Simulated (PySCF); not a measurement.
# C2HF5S: the cost of one run

Programs: PySCF 2.14.0, with density-fitted response routines of our own. Each step states its level of theory. These are calculated values for one molecule in the gas phase, unless marked as measured. Atoms are numbered from 0 throughout.

### Step 1. Starting geometry

9 atoms, charge 0, multiplicity 1; geometry from: GFN2-xTB.

Bonds of the start (Å): C0–C1 1.20, C1–S2 1.77, S2–F3 1.64, S2–F4 1.64, S2–F5 1.60, S2–F6 1.64, S2–F7 1.64, C0–H8 1.06.

### Step 2. Optimising the geometry at PBE0-D3(BJ)/def2-SVP

What the job is given:

```
{"job": {"xc": "PBE0", "basis": "def2-SVP", "d3": "d3bj", "grid": 2, "kind": "geom"}, "charge": 0, "multiplicity": 1}
C      2.334460    -1.399200    -0.630710
C      1.335300    -0.800750    -0.361590
S     -0.147110     0.088170     0.039770
F      0.446140     0.517550     1.505820
F      0.448110     1.472280    -0.604990
F     -1.485510     0.891000     0.402470
F     -0.824660    -0.290770    -1.403500
F     -0.826250    -1.245730     0.707020
H      3.215780    -1.928330    -0.868330
```

Q: Estimate the wall time of this first job on 4 threads of Intel Xeon at 2.50GHz (Skylake/Cascade Lake), shared host.

About 3 min.
